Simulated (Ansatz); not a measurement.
# Al (Al, dhcp): the cost of one run

Computed with Ansatz 0.2.0 (DFT LDA (PW92), plane waves (420 eV) with PAW, scalar-relativistic; the PAW data stem from PBE, with regenerated cores, unless a step says otherwise).

### Step 1. The system as given

The structure is hexagonal, space group P6_3/mmc (No. 194). The conventional cell has a = 2.863 Å, b = 2.863 Å, c = 9.352 Å, α = 90.00°, β = 90.00°, γ = 120.00°. Al (site symmetry -3m) has 12 Al at 2.86 Å as nearest neighbours. Around Al (site symmetry -6m2) lie 12 Al at 2.86 Å.

Structure file:

```xyz
4
Lattice="2.8635 0.0000 0.0000 -1.4317 2.4798 0.0000 0.0000 0.0000 9.3521" Properties=species:S:1:pos:R:3 pbc="T T T"
Al    0.0000    0.0000    0.0000
Al    0.0000    0.0000    4.6761
Al    0.0000    1.6532    2.3380
Al    1.4317    0.8266    7.0141
```

### Step 2. Relaxation of the cell

Contents of input.yaml:

```yaml
crystal:
  lattice:
    - [2.863481482, 0.0, 0.0]
    - [-1.431740741, 2.4798477067, 0.0]
    - [0.0, 0.0, 9.3521305203]
  atoms:
    - { symbol: Al, position: [0.0, 0.0, 0.0] }
    - { symbol: Al, position: [0.0, 0.0, 0.5] }
    - { symbol: Al, position: [0.3333333333, 0.6666666667, 0.25] }
    - { symbol: Al, position: [0.6666666667, 0.3333333333, 0.75] }
hamiltonian:
  xc: lda
  pseudopotentials:
    kind: paw
    azcp:
      Al: "pseudopotentials/Al.paw.azcp"
basis:
  ecutwfc: 420
  fft_grid_basis: typed
kpoints:
  mp_grid: { grid: [13, 13, 4], shift: [0, 0, 0] }
magnetization:
  spin_polarized: false
scf:
  occupations: { method: fermi_dirac, width: 0.1 }
relax:
  max_steps: 60
  f_tol: 0.01
  cell: {}
```

**Question.** How long does this run take on 2 threads of an Arm CPU, shared host, and how much memory does it need?

About 11 s, with a peak of 0.34 GiB.
